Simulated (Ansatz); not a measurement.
**TiRh: a relaxation**

The task is a relaxation on TiRh. The structure is shown as the input types it.

Computed with Ansatz 0.2.0 (DFT, r2SCAN, PAW with Ansatz's default frozen-core files, scalar-relativistic; relaxation of cell and atoms, unless a step's input says otherwise).

**1. The starting structure**

The structure is cubic, space group Pm-3m (No. 221). Conventional cell: a = 3.115 Å, b = 3.115 Å, c = 3.115 Å, α = 90.00°, β = 90.00°, γ = 90.00°. Ti (site symmetry m-3m) is surrounded by 8 Rh at 2.70 Å. Around Rh (site symmetry m-3m) lie 8 Ti at 2.70 Å.

As a file:

```cif
data_structure
_symmetry_space_group_name_H-M 'P 1'
_symmetry_Int_Tables_number 1
_cell_length_a 3.1152
_cell_length_b 3.1152
_cell_length_c 3.1152
_cell_angle_alpha 90.000
_cell_angle_beta 90.000
_cell_angle_gamma 90.000
_cell_volume 30.23
loop_
_atom_site_label
_atom_site_type_symbol
_atom_site_fract_x
_atom_site_fract_y
_atom_site_fract_z
_atom_site_occupancy
Ti1 Ti 0.50000 0.50000 0.50000 1
Rh1 Rh 0.00000 0.00000 0.00000 1
```

**2. Input and run**

Input file input.yaml:

```yaml
crystal:
  lattice:
    - [3.115202, 0.0, 0.0]
    - [0.0, 3.115202, 0.0]
    - [0.0, 0.0, 3.115202]
  atoms:
    - { symbol: Ti, position: [0.5, 0.5, 0.5] }
    - { symbol: Rh, position: [0.0, 0.0, 0.0] }
kpoints:
  mp_grid: { grid: [12, 12, 12] }
scf:
  occupations: { method: fermi_dirac, width: 0.08 }
  max_iter: 50
hamiltonian:
  xc: r2scan
  pseudopotentials: { kind: paw }
relax:
  f_tol: 0.002
  max_steps: 80
  cell: {}
output:
  forces: true
  stress: true
basis:
  ecutwfc: "40 Ry/bohr"
```

Started as:

```console
ansatz run input.yaml --threads 1 --pin off --max-ram 3072MiB --backend cpu --events-out ev --progress --plain --runs-dir out
```

What it wrote:

```text
Error: YAML parse error: error: line 25 column 12: unknown unit factor `Ry/bohr`
  --> <input>:25:12
   |
23 |   stress: true
24 | basis:
25 |   ecutwfc: "40 Ry/bohr"
   |            ^ unknown unit factor `Ry/bohr`
26 | checkpoint: { write: ck, compress: false, write_wavefunctions: false, write_…
   |
```

Wall time 0.03 s (1 thread of Intel Xeon Platinum 8488C (Sapphire Rapids), shared host); peak memory 0.028 GiB.

**3. What went wrong**

The run ended at the input check. Its message: «line 25 column 12: unknown unit factor `Ry/bohr`»

Look at the input: basis.ecutwfc is 40 Ry/bohr. The unit is at fault.

The cure: delete basis.ecutwfc (the default then holds).

**4. The mended run**

Besides the cure, the input differs in scf.max_iter.

Edit input.yaml of step 2 so:

```diff
@@ -12,3 +12,2 @@
   occupations: { method: fermi_dirac, width: 0.08 }
-  max_iter: 50
 hamiltonian:
@@ -23,3 +22 @@
   stress: true
-basis:
-  ecutwfc: "40 Ry/bohr"
```

Started as:

```console
ansatz run input.yaml --threads 1 --pin off --max-ram 3072MiB --backend cpu --events-out ev --progress --plain --runs-dir out
```

From the output:

```text
[...]
Basis set: ecut = 500 eV, 751 PW (Γ), exchange–correlation on 96×96×96 points (64 copies of the dense FFT grid, shifted against one another)
[...]
k-points: 84 of 1728
[...]
SCF iter   1: F=—  HF=-8921.233355 eV  |F-HF|=—  |Δ(HF+E_count)|=         —  Δρ=2.82e-2  dr2=3.93e-1  dr2_τ=2.52e-2  ethr=1.77e-3  ⟨swp⟩=4.2  Hψ=6269  notcnv=0
preconditioner: auto → none  [metal: Δε(μ)=0.027 eV  Ē_g=5.063 eV  σ=0.080 eV  W_gap=0.08  n_scr=6 (ndim 8)  ℏωp=24.4 eV  f_vac=0.000  D(μ)=2.33/eV (n_scr^D=26)  sad-step TF]
SCF iter   2: F=—  HF=-8921.225789 eV  |F-HF|=—  |Δ(HF+E_count)|=   7.57e-3  Δρ=2.26e-2  dr2=1.89e-1  dr2_τ=3.27e-2  ethr=1.36e-3  ⟨swp⟩=2.0  Hψ=2539  notcnv=0
[...]
relax step   1: F+E_penalty+E_count = -8921.21486659 eV  Δ(F+E_penalty+E_count) = +0.000e0 eV  max|allowed force component| = 1.058e-29 eV/Å  Δτ_max = 0.0000 Å  P = -4.526 GPa  Ω = 30.231 Å³  (7 SCF iters, dr2 threshold 1.00e-7 eV, accepted)
[...]
Basis set: ecut = 500 eV, 739 PW (Γ), exchange–correlation on 96×96×96 points (64 copies of the dense FFT grid, shifted against one another)
[...]
relax step   2: F+E_penalty+E_count = -8921.21593004 eV  Δ(F+E_penalty+E_count) = -1.063e-3 eV  max|allowed force component| = 6.114e-30 eV/Å  Δτ_max = 0.0000 Å  P = +4.802 GPa  Ω = 28.872 Å³  energy of the carried Pulay correction = +6.099e-4 eV  (8 SCF iters
[...]
relax step   3: F+E_penalty+E_count = -8921.22527024 eV  Δ(F+E_penalty+E_count) = -9.340e-3 eV  max|allowed force component| = 5.555e-30 eV/Å  Δτ_max = 0.0000 Å  P = -0.180 GPa  Ω = 29.556 Å³  energy of the carried Pulay correction = +2.995e-4 eV  (8 SCF iters
[...]
relax step   4: F+E_penalty+E_count = -8921.22529655 eV  Δ(F+E_penalty+E_count) = -2.632e-5 eV  max|allowed force component| = 4.240e-30 eV/Å  Δτ_max = 0.0000 Å  P = +0.000 GPa  Ω = 29.530 Å³  energy of the carried Pulay correction = +3.112e-4 eV  (4 SCF iters
[...]
SCF iter   5: F=—  HF=-8921.225007 eV  |F-HF|=—  |Δ(HF+E_count)|=   3.48e-9  Δρ=1.43e-6  dr2=1.27e-10  dr2_τ=7.21e-11  ethr=1.99e-11  ⟨swp⟩=2.5  Hψ=2341  notcnv=0
SCF iter   6: F=-8921.225007 eV  HF=-8921.225007 eV  |F-HF|=3.64e-12  |Δ(HF+E_count)|=  2.98e-10  Δρ=1.67e-7  dr2=6.67e-12  dr2_τ=3.36e-12  ethr=1.00e-12  ⟨swp⟩=4.0  Hψ=7651  notcnv=0
[...]
relax step   5: F+E_penalty+E_count = -8921.22500667 eV  Δ(F+E_penalty+E_count) = +2.899e-4 eV  max|allowed force component| = 6.377e-30 eV/Å  Δτ_max = 0.0000 Å  P = -0.010 GPa  Ω = 29.530 Å³  stress off target by 1.01e-2 GPa  SCF on the basis re-selected at t
[...]
SCF converged after 6 iterations
Free energy (F): -8921.225007 eV
[...]
E sigma→0 (E₀):  -8921.197656 eV
[...]
Fermi energy:    18.888745 eV
[...]
  P = ⅓ Tr σ = -0.0101 GPa (-0.101 kbar)
--- Relaxed structure (4 steps of the walk, 4 accepted, 1 SCFs on fresh bases) ---
[...]
```

It took 18 s on 1 thread of Intel Xeon Platinum 8488C (Sapphire Rapids), shared host; peak memory 0.48 GiB.

**5. Results**

| quantity | value |
| --- | --- |
| first try | refused |
| cause | wrong unit |
| second try | converged |
| energy (zero set by the potentials) | -8921.2250 eV |
| pressure | -0.01 GPa |
| gap on the mesh | none (metal on this mesh) |
| largest force | 0.000 eV/Å |

The second try converges.
